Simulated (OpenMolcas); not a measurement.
# Fe²⁺ among point charges: CASSCF and CASPT2 levels and susceptibility

How does a field of 2 point charges split the states of Fe²⁺, and what χT follows?

Method: state-averaged CASSCF and CASPT2, spin-orbit coupling by RASSI with atomic mean-field integrals. Code: OpenMolcas 26.06.

### Step 1. The system

```
Species                           : Fe²⁺ (iron, Z = 26, 24 electrons)
Basis                             : ANO-RCC-VDZP [5s4p2d1f], 34 functions
Scalar Hamiltonian                : DKH2, point nucleus
Inactive shells                   : 1s 2s 2p 3s 3p
Active space                      : 6 electrons in 5 orbitals (3d)
Some configurations of this space : 3d6
Orbitals                          : optimised for each spin and parity, averaged over all roots
```

The outer shells:

3d6
```
3d [↑↓][↑ ][↑ ][↑ ][↑ ]
```

The ion sits among 2 point charges of -2.5 e arranged as a linear pair (D∞h), 1.77 Å from the ion.

The work runs as a chain of OpenMolcas steps in one folder; each step below is one input file. Labels, J, g values, rates, χT and fits are worked out afterwards by a script from the matrices that RASSI stores. The input lists half of the charges; inversion (Group=XYZ) makes the rest.

### Step 2. Basis and integrals

Input file a.inp:

```
&GATEWAY
Coord
1

Fe 0.0 0.0 0.0
Basis=ANO-RCC-VDZP
Group=XYZ
NoMove
AngMom=0.0 0.0 0.0
AMFI
XField
1 Angstrom 0
0.000000 0.000000 1.770000 -2.500000
&SEWARD
```

Started as:

```sh
> OMP_NUM_THREADS=1 MOLCAS_MEM=1689 MOLCAS_PROJECT=a pymolcas a.inp > a.log
```

### Step 3. CASSCF: quintets of even parity, 5 roots

Input file a.inp:

```
&RASSCF
FileOrb=start.orb
Symmetry=1
Spin=5
nActEl=6 0 0
Inactive=3 6
Ras2=5 0
CIRoot=5 5 1
SDav=5
CIMx=300
Iter=120 100
PrWF=0.3
OrbListing=Nothing
MaxOrb=0
>>> COPY $Project.JobIph JOB001
```

start.orb holds the contracted functions of the basis, ordered by shell, or the orbitals of the step before.

### Step 4. CASSCF: triplets of even parity, 45 roots

Input file a.inp:

```
&RASSCF
FileOrb=start.orb
Symmetry=1
Spin=3
nActEl=6 0 0
Inactive=3 6
Ras2=5 0
CIRoot=45 45 1
SDav=45
CIMx=300
Iter=120 100
PrWF=0.3
OrbListing=Nothing
MaxOrb=0
>>> COPY $Project.JobIph JOB002
```

### Step 5. CASSCF: singlets of even parity, 50 roots

Input file a.inp:

```
&RASSCF
FileOrb=start.orb
Symmetry=1
Spin=1
nActEl=6 0 0
Inactive=3 6
Ras2=5 0
CIRoot=50 50 1
SDav=50
CIMx=300
Iter=120 100
PrWF=0.3
OrbListing=Nothing
MaxOrb=0
>>> COPY $Project.JobIph JOB003
```

### Step 6. RASSI: spin-orbit coupling between the states

Input file a.inp:

```
&RASSI
NrOfJobIphs=3 5 45 50
1 2 3 4 5
1 2 3 4 5 6 7 8 9 10 11 12 13 14 15 16 17 18 19 20 21 22 23 24 25 26 27
28 29 30 31 32 33 34 35 36 37 38 39 40 41 42 43 44 45
1 2 3 4 5 6 7 8 9 10 11 12 13 14 15 16 17 18 19 20 21 22 23 24 25 26 27
28 29 30 31 32 33 34 35 36 37 38 39 40 41 42 43 44 45 46 47 48 49 50
IphNames
JOB001
JOB002
JOB003
EJob
SpinOrbit
DIPRint=1.0
SOCoupling=1000.0
Subsets=2
Property=9
'ANGMOM' 1 'ANGMOM' 2 'ANGMOM' 3 'MLTPL  1' 1 'MLTPL  1' 2 'MLTPL  1' 3
'AMFI' 1 'AMFI' 2 'AMFI' 3
SOProperty=3
'ANGMOM' 1 'ANGMOM' 2 'ANGMOM' 3
```

### Step 7. CASPT2: IPEA 0.25, imaginary shift 0.1 (closed shells correlated: 3s 3p)

Input file a.inp:

```
>>> COPY JOB001 $Project.JobIph
&CASPT2
Multistate=5 1 2 3 4 5
NoMult
Frozen=2 3
IPEA=0.25
Imaginary=0.1
MaxIter=60
WThr=0.0 0.3 0.05
PrWF=0.5
NoMix
>>> COPY JOB002 $Project.JobIph
&CASPT2
Multistate=45 1 2 3 4 5 6 7 8 9 10 11 12 13 14 15 16 17 18 19 20 21 22
23 24 25 26 27 28 29 30 31 32 33 34 35 36 37 38 39 40 41 42 43 44 45
NoMult
Frozen=2 3
IPEA=0.25
Imaginary=0.1
MaxIter=60
WThr=0.0 0.3 0.05
PrWF=0.5
NoMix
>>> COPY JOB003 $Project.JobIph
&CASPT2
Multistate=50 1 2 3 4 5 6 7 8 9 10 11 12 13 14 15 16 17 18 19 20 21 22
23 24 25 26 27 28 29 30 31 32 33 34 35 36 37 38 39 40 41 42 43 44 45 46
47 48 49 50
NoMult
Frozen=2 3
IPEA=0.25
Imaginary=0.1
MaxIter=60
WThr=0.0 0.3 0.05
PrWF=0.5
NoMix
```

(Steps that only read results are left out.)

**Question.** What will these runs give? Wanted: spin-free ground state; first state of the same spin within the active space; lowest level; next level.

**Answer**, as computed:

```
                                            quantity                                                                        value
                                              method  SS-CASPT2, IPEA 0.25, imaginary shift 0.1 (closed shells correlated: 3s 3p)
                              spin-free ground state                                           5Delta, 2-fold in its orbital part
first state of the same spin within the active space                                                          5Sigma at 9580 cm⁻¹
                                        lowest level                                                2-fold, g = 0.00, 0.00, 12.01
                                          next level                                                                   207.9 cm⁻¹
                                         χT at 300 K                                                               4.86 cm³ K/mol
                           effective moment at 300 K                                                                      6.23 μB
```

Cost by method:

```tsv
method	time of its own steps	time with the reference
A. CASSCF	20 s	20 s
B. SS-CASPT2, IPEA 0.25, imaginary shift 0.1, +3s 3p	5.4 s	26 s
```

Times are of one thread on a shared host.

What this shows: The spin-free ground state (5Delta) comes to 100 % from free-ion D terms and keeps the highest spin of the shell. χT at 300 K is 4.86, against 3.01 cm³ K/mol for the spin alone, so orbital moment adds to it. An active space of the d shell alone favours high spin; real ions in strong fields can be low spin. CASPT2 does not keep the components of a term degenerate, and the means are used. Reference weights range from 0.84 to 0.94, which points to intruder states or a small active space for some roots. The field of point charges can differ much from that of real complexes. With metal d orbitals alone active, the gaps between spin states are rough; where two lie within a few thousand cm-1, their order is open. This is an electrostatic model: the charges have no orbitals.
